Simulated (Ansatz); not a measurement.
# Al2Ga3Sb5: the cost of one run

Computed with Ansatz 0.2.0 (DFT PBE, scalar-relativistic, plane waves, PAW, unless a step names another level, unless a step's input says otherwise).

1 further run of the same task is left out (set aside as unsound or not needed). Runs told in other sessions of the task aren't counted.

## 1. The starting structure

The structure is tetragonal, space group I-4m2 (No. 119). The conventional cell has a = 4.398 Å, b = 4.398 Å, c = 31.085 Å, α = 90.00°, β = 90.00°, γ = 90.00°. Al (site symmetry 2mm) has 4 Sb at 2.69 Å in its first shell of neighbours. Around Ga (site symmetry -4m2) lie 4 Sb at 2.69 Å. Around Ga (site symmetry 2mm) lie 4 Sb at 2.69 Å. Around Sb (site symmetry 2mm) lie 2 Ga at 2.69 Å and 2 Al at 2.69 Å. Around Sb (site symmetry -4m2) lie 4 Ga at 2.69 Å.

As a file:

```cif
data_structure
_symmetry_space_group_name_H-M 'P 1'
_symmetry_Int_Tables_number 1
_cell_length_a 15.8504
_cell_length_b 15.8504
_cell_length_c 15.8504
_cell_angle_alpha 164.050
_cell_angle_beta 164.050
_cell_angle_gamma 22.631
_cell_volume 300.66
loop_
_atom_site_label
_atom_site_type_symbol
_atom_site_fract_x
_atom_site_fract_y
_atom_site_fract_z
_atom_site_occupancy
Al1 Al 0.85005 0.35005 0.50000 1
Al2 Al 0.64995 0.14995 0.50000 1
Ga1 Ga 0.25000 0.75000 0.50000 1
Ga2 Ga 0.45017 0.95017 0.50000 1
Ga3 Ga 0.04983 0.54983 0.50000 1
Sb1 Sb 0.70001 0.70001 0.00000 1
Sb2 Sb 0.29999 0.29999 0.00000 1
Sb3 Sb 0.90012 0.90012 0.00000 1
Sb4 Sb 0.50000 0.50000 0.00000 1
Sb5 Sb 0.09988 0.09988 0.00000 1
```

It is the end of an earlier relaxation with the same method, from a generated guess; it needn't be the stable form of this composition. At a tolerance of 0.02 Å it has space group I-4m2 (No. 119); it has 30.07 Å³/atom, an uncorrected energy of -0.17 eV/atom over the elements.

## 2. Electronic structure at the relaxed geometry

Contents of input.yaml:

```yaml
crystal:
  lattice:
    - [-2.1991221, 2.1991221, 15.5423117]
    - [2.1991221, -2.1991221, 15.5423117]
    - [2.1991221, 2.1991221, -15.5423117]
  atoms:
    - { symbol: Al, position: [0.850047, 0.350047, 0.5] }
    - { symbol: Al, position: [0.649953, 0.149953, 0.5] }
    - { symbol: Ga, position: [0.25, 0.75, 0.5] }
    - { symbol: Ga, position: [0.45017, 0.95017, 0.5] }
    - { symbol: Ga, position: [0.04983, 0.54983, 0.5] }
    - { symbol: Sb, position: [0.700008, 0.700008, 0.0] }
    - { symbol: Sb, position: [0.299992, 0.299992, 0.0] }
    - { symbol: Sb, position: [0.900124, 0.900124, 0.0] }
    - { symbol: Sb, position: [0.5, 0.5, 0.0] }
    - { symbol: Sb, position: [0.099876, 0.099876, 0.0] }
basis:
  ecutwfc: 420
kpoints:
  mp_grid: { grid: [12, 12, 12] }
  band_path:
    path:
      - [[0.0, 0.0, 0.0], [0.0, 0.0, 0.5], [0.25, 0.25, 0.25], [0.0, 0.5, 0.0], [0.0, 0.0, 0.0], [0.5, 0.5, -0.5], [0.25500504, 0.74499496, -0.25500504]]
      - [[-0.25500504, 0.25500504, 0.25500504], [0.0, 0.0, 0.0]]
      - [[0.0, 0.0, 0.5], [-0.01001008, 0.01001008, 0.5]]
      - [[0.5, 0.5, -0.01001008], [0.5, 0.5, -0.5]]
    npoints: 14
hamiltonian:
  xc: pbe
scf:
  occupations: { method: gaussian, width: 0.01 }
  n_extra_bands: 25
output:
  forces: true
  stress: true
  eigenvalues: true
  populations: true
  dos: { projected: true, de: 0.02, nscf_kmesh: { grid: [15, 15, 15] } }
  bader: true
  write_density: true
  write_potential: true
  elf: true
  volumetric_format: npy
```

Run with:

```sh
ansatz run input.yaml --threads 4 --pin off --max-ram 8192MiB --backend cpu --events-out ev --progress --plain --runs-dir out
```

Q: Estimate wall time and peak memory on 4 threads of Intel Xeon Platinum 8488C (Sapphire Rapids), shared host.

About 5.4 min, with a peak of 4.7 GiB.
